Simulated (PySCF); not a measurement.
**C9H8: electronic structure in real space**

For C9H8, the scripts below analyse its density (charges, bond critical points, surface potential), compute its lowest excited states and localise its valence orbitals.

The runs use PySCF 2.14.0; levels as typed in each script, gas phase, geometry from GFN2-xTB.

## 1. Starting geometry

SMILES `C#CCC1=CC=CC1=C`, 17 atoms, charge 0, spin multiplicity 1.

Bond lengths: C1–C2 1.196 Å, C1–H10 1.049 Å, C2–C3 1.452 Å, C3–C4 1.496 Å, C3–H11 1.094 Å, C3–H12 1.096 Å, C4–C5 1.346 Å, C4–C8 1.472 Å, C5–C6 1.456 Å, C5–H13 1.076 Å, C6–C7 1.343 Å, C6–H14 1.075 Å, C7–C8 1.462 Å, C7–H15 1.074 Å, C8–C9 1.334 Å, C9–H16 1.078 Å, C9–H17 1.077 Å. Angles: C2–C1–H10 179.3°, C1–C2–C3 178.8°, C2–C3–C4 110.9°, C2–C3–H11 109.1°, C2–C3–H12 108.7°, C4–C3–H11 109.6°, C4–C3–H12 110.0°, H11–C3–H12 108.4°, C3–C4–C5 128.1°, C3–C4–C8 124.2°, C5–C4–C8 107.7°, C4–C5–C6 109.3°, C4–C5–H13 126.9°, C6–C5–H13 123.8°, C5–C6–C7 109.1°, C5–C6–H14 123.7°, C7–C6–H14 127.2°, C6–C7–C8 108.2° and more.

Coordinates:

```
C    -3.0236    0.1240   -0.8894
C    -2.2219   -0.3091   -0.1141
C    -1.2273   -0.8213    0.8119
C     0.1568   -0.5296    0.3251
C     1.1112   -1.4061   -0.0384
C     2.3050   -0.6772   -0.4417
C     2.0752    0.6407   -0.3250
C     0.7072    0.8255    0.1581
C     0.0894    1.9845    0.3890
H    -3.7349    0.4960   -1.5644
H    -1.3592   -1.9019    0.9158
H    -1.3867   -0.3565    1.7917
H     1.0358   -2.4792   -0.0385
H     3.2101   -1.1525   -0.7753
H     2.7456    1.4506   -0.5424
H     0.5884    2.9262    0.2290
H    -0.9313    2.0290    0.7309
```

## 2. Density, bond paths and surface potential (BP86/cc-pvdz)

Input file input.py:

```python
import numpy as np
from pyscf import gto, scf, dft
from pyscf.scf import atom_ks, atom_hf
from scipy.linalg import block_diag

def solve(mol, dm0=None, hcore=None):
    mf = (dft.UKS if mol.spin else dft.RKS)(mol, xc='bp86')
    mf.grids.level = 3
    mf = mf.density_fit(auxbasis='def2-universal-jkfit')
    mf.conv_tol, mf.max_cycle = 1e-8, 80
    if hcore is not None:
        mf.get_hcore = lambda *args: hcore
    mf.kernel(dm0)
    if not mf.converged:
        mf = mf.newton().run(mf.mo_coeff, mf.mo_occ, max_cycle=30)
    assert mf.converged, 'SCF not converged'
    return mf

mol = gto.M(atom='''
C     -3.02362     0.12395    -0.88936
C     -2.22193    -0.30908    -0.11407
C     -1.22729    -0.82127     0.81189
C      0.15682    -0.52958     0.32508
C      1.11122    -1.40610    -0.03845
C      2.30503    -0.67720    -0.44170
C      2.07520     0.64071    -0.32499
C      0.70723     0.82549     0.15814
C      0.08939     1.98447     0.38901
H     -3.73493     0.49597    -1.56438
H     -1.35924    -1.90192     0.91581
H     -1.38674    -0.35654     1.79171
H      1.03579    -2.47920    -0.03852
H      3.21009    -1.15250    -0.77534
H      2.74557     1.45065    -0.54244
H      0.58843     2.92622     0.22899
H     -0.93134     2.02900     0.73086
''', basis='cc-pvdz', charge=0, spin=0, verbose=4)
mf = solve(mol)
mf.analyze()
# spherically averaged free atoms, for the promolecule
atm = atom_ks.get_atm_nrks(mol, xc='bp86')
pro = block_diag(*[(atm[a[0]][2] * atm[a[0]][3]) @ atm[a[0]][2].T for a in mol._atom])
np.savez('result.npz', e=mf.e_tot, c=mf.mo_coeff, occ=mf.mo_occ, eps=mf.mo_energy, pro=pro, dip=mf.dip_moment(verbose=0), s2=mf.spin_square()[0])
```

Started as:

```sh
$ OMP_NUM_THREADS=1 python input.py
```

## 4. Excited states (PBE0/def2-svp)

Input file input.py:

```python
import numpy as np
from pyscf import gto, scf, dft, tdscf
from pyscf.scf import atom_ks, atom_hf
from scipy.linalg import block_diag

def solve(mol, dm0=None, hcore=None):
    mf = (dft.UKS if mol.spin else dft.RKS)(mol, xc='pbe0')
    mf.grids.level = 3
    mf = mf.density_fit(auxbasis='def2-universal-jkfit')
    mf.conv_tol, mf.max_cycle = 1e-8, 80
    if hcore is not None:
        mf.get_hcore = lambda *args: hcore
    mf.kernel(dm0)
    if not mf.converged:
        mf = mf.newton().run(mf.mo_coeff, mf.mo_occ, max_cycle=30)
    assert mf.converged, 'SCF not converged'
    return mf

mol = gto.M(atom='''
C     -3.02362     0.12395    -0.88936
C     -2.22193    -0.30908    -0.11407
C     -1.22729    -0.82127     0.81189
C      0.15682    -0.52958     0.32508
C      1.11122    -1.40610    -0.03845
C      2.30503    -0.67720    -0.44170
C      2.07520     0.64071    -0.32499
C      0.70723     0.82549     0.15814
C      0.08939     1.98447     0.38901
H     -3.73493     0.49597    -1.56438
H     -1.35924    -1.90192     0.91581
H     -1.38674    -0.35654     1.79171
H      1.03579    -2.47920    -0.03852
H      3.21009    -1.15250    -0.77534
H      2.74557     1.45065    -0.54244
H      0.58843     2.92622     0.22899
H     -0.93134     2.02900     0.73086
''', basis='def2-svp', charge=0, spin=0, verbose=4)
mf = solve(mol)
td = mf.TDA()
td.nstates, td.singlet, td.conv_tol = 6, True, 1e-5
td.kernel()
td.analyze()
x, y = np.array([p[0] for p in td.xy]), np.array([p[1] + 0 * p[0] for p in td.xy])
f, mu = td.oscillator_strength(), td.transition_dipole()
nto = [td.get_nto(state=i + 1, verbose=4) for i in range(len(td.e))]
# spherically averaged free atoms, for the promolecule
atm = atom_ks.get_atm_nrks(mol, xc='pbe0')
pro = block_diag(*[(atm[a[0]][2] * atm[a[0]][3]) @ atm[a[0]][2].T for a in mol._atom])
np.savez('result.npz', e=td.e, f=f, ok=td.converged, w=[n[0] for n in nto], nto=[n[1] for n in nto], x=x, y=y, c=mf.mo_coeff, occ=mf.mo_occ, eps=mf.mo_energy, pro=pro, mu=mu)
```

## 6. Localised orbitals (wB97X/def2-svp)

Input file input.py:

```python
import numpy as np
from pyscf import gto, scf, dft, lo
from pyscf.data.elements import chemcore

def solve(mol, dm0=None, hcore=None):
    mf = (dft.UKS if mol.spin else dft.RKS)(mol, xc='wb97x')
    mf.grids.level = 3
    mf = mf.density_fit(auxbasis='def2-universal-jkfit')
    mf.conv_tol, mf.max_cycle = 1e-8, 80
    if hcore is not None:
        mf.get_hcore = lambda *args: hcore
    mf.kernel(dm0)
    if not mf.converged:
        mf = mf.newton().run(mf.mo_coeff, mf.mo_occ, max_cycle=30)
    assert mf.converged, 'SCF not converged'
    return mf

mol = gto.M(atom='''
C     -3.02362     0.12395    -0.88936
C     -2.22193    -0.30908    -0.11407
C     -1.22729    -0.82127     0.81189
C      0.15682    -0.52958     0.32508
C      1.11122    -1.40610    -0.03845
C      2.30503    -0.67720    -0.44170
C      2.07520     0.64071    -0.32499
C      0.70723     0.82549     0.15814
C      0.08939     1.98447     0.38901
H     -3.73493     0.49597    -1.56438
H     -1.35924    -1.90192     0.91581
H     -1.38674    -0.35654     1.79171
H      1.03579    -2.47920    -0.03852
H      3.21009    -1.15250    -0.77534
H      2.74557     1.45065    -0.54244
H      0.58843     2.92622     0.22899
H     -0.93134     2.02900     0.73086
''', basis='def2-svp', charge=0, spin=0, verbose=4)
mf = solve(mol)
occ_all = mf.mo_coeff[:, mf.mo_occ > 0]
occ = occ_all[:, chemcore(mol):]
loc = lo.ibo.ibo(mol, occ, iaos=lo.iao.iao(mol, occ_all))
fock, s = mf.get_fock(), mf.get_ovlp()
ortho = lo.orth_ao(mol, 'meta_lowdin')
ortho = lo.vec_lowdin(lo.iao.iao(mol, occ_all), s)
labels = lo.iao.reference_mol(mol).ao_labels(fmt=None)
vir = lo.vvo.livvo(mol, occ_all, mf.mo_coeff[:, mf.mo_occ == 0])
both = np.hstack([loc, vir])
p = (ortho.T @ s @ both) ** 2
pop = np.array([p[[l[0] == a for l in labels]].sum(0) for a in range(mol.natm)])
spd = np.array([[p[[l[0] == a and l[2][-1] == k for l in labels]].sum(0) for k in 'spd'] for a in range(mol.natm)])
eps = np.einsum('pi,pq,qi->i', both, fock, both)
for i in np.argsort(eps):
    top = np.argsort(-pop[:, i])[:3]
    print('%3d %s %9.4f Eh ' % (i + 1, 'occ' if i < loc.shape[1] else 'vir', eps[i]), '  '.join('%s%d %.3f' % (mol.atom_symbol(a), a + 1, pop[a, i]) for a in top))
np.savez('result.npz', c=both, nocc=loc.shape[1], pop=pop, spd=spd, eps=eps, e=mf.e_tot)
```

(Steps that only read results are left out.)

Before running it: what results should come out? Wanted: dipole moment; HOMO, LUMO; lowest singlet excitation.

**Answer**, as computed:

| quantity | value |
| --- | --- |
| dipole moment (BP86/cc-pvdz) | 0.61 D |
| HOMO, LUMO (BP86/cc-pvdz) | -5.20, -2.73 eV |
| lowest singlet excitation (PBE0/def2-svp) | 3.45 eV |
| localised occupied orbitals above −45 eV (wB97X/def2-svp) | 22 |

At BP86/cc-pvdz: The highest Hirshfeld charge is on H10 (+0.08 e), the lowest on C1 (−0.13 e). The geometry was not optimised at these levels.
